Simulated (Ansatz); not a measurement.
# MgCd3O4: the cost of one run

Method: DFT PBE, scalar-relativistic, plane waves, PAW, in Ansatz 0.2.0.

## Step 1: The structure to begin with

It takes space group Cmmm (No. 65, orthorhombic). The conventional cell has a = 7.076 Å, b = 10.007 Å, c = 3.538 Å, α = 90.00°, β = 90.00°, γ = 90.00°. Mg (site symmetry mmm) has 6 O at 2.50 Å in its first shell of neighbours. Cd (site symmetry 2/m) has 6 O at 2.50 Å in its first shell of neighbours. Cd (site symmetry mmm) is surrounded by 6 O at 2.50 Å. O (site symmetry 2mm) has 4 Cd at 2.50 Å and 2 Mg at 2.50 Å in its first shell of neighbours. O (site symmetry m2m) has 5 Cd at 2.50 Å and 1 Mg at 2.50 Å in its first shell of neighbours.

Structure file:

```cif
data_structure
_symmetry_space_group_name_H-M 'P 1'
_symmetry_Int_Tables_number 1
_cell_length_a 6.1277
_cell_length_b 6.1277
_cell_length_c 3.5379
_cell_angle_alpha 90.000
_cell_angle_beta 90.000
_cell_angle_gamma 109.471
_cell_volume 125.25
loop_
_atom_site_label
_atom_site_type_symbol
_atom_site_fract_x
_atom_site_fract_y
_atom_site_fract_z
_atom_site_occupancy
Mg1 Mg 0.50000 0.50000 0.50000 1
Cd1 Cd 0.00000 0.50000 0.00000 1
Cd2 Cd 0.00000 0.00000 0.50000 1
Cd3 Cd 0.50000 0.00000 0.00000 1
O1 O 0.75000 0.75000 0.00000 1
O2 O 0.75000 0.25000 0.50000 1
O3 O 0.25000 0.75000 0.50000 1
O4 O 0.25000 0.25000 0.00000 1
```

The start is an ordering of an alloy on its end members' structure types: elements ordered on the sites of the CdO type, Cd/Mg on Cd (Cmmm, No. 65).

## Step 2: The guess as it stands, on a coarse mesh

input.yaml reads:

```yaml
crystal:
  lattice:
    - [3.53785385, -5.00328089, 0.0]
    - [3.53785385, 5.00328089, 0.0]
    - [0.0, 0.0, 3.53785385]
  atoms:
    - { symbol: Mg, position: [0.5, 0.5, 0.5] }
    - { symbol: Cd, position: [0.0, 0.5, 0.0] }
    - { symbol: Cd, position: [0.0, 0.0, 0.5] }
    - { symbol: Cd, position: [0.5, 0.0, 0.0] }
    - { symbol: O, position: [0.75, 0.75, 0.0] }
    - { symbol: O, position: [0.75, 0.25, 0.5] }
    - { symbol: O, position: [0.25, 0.75, 0.5] }
    - { symbol: O, position: [0.25, 0.25, 0.0] }
basis:
  ecutwfc: 420
kpoints:
  mp_grid: { grid: [4, 4, 6] }
hamiltonian:
  xc: pbe
scf:
  occupations: { method: gaussian, width: 0.1 }
  lower_state_search: "off"
output:
  forces: true
  stress: true
  eigenvalues: true
```

On the command line:

```console
> ansatz run input.yaml --threads 1 --pin off --max-ram 2560MiB --backend cpu --events-out ev --progress --plain --runs-dir out
```

What time and memory should one allow on 1 thread of Intel Xeon at 2.50GHz (Skylake/Cascade Lake), shared host?

About 16 s, with a peak of 0.47 GiB.
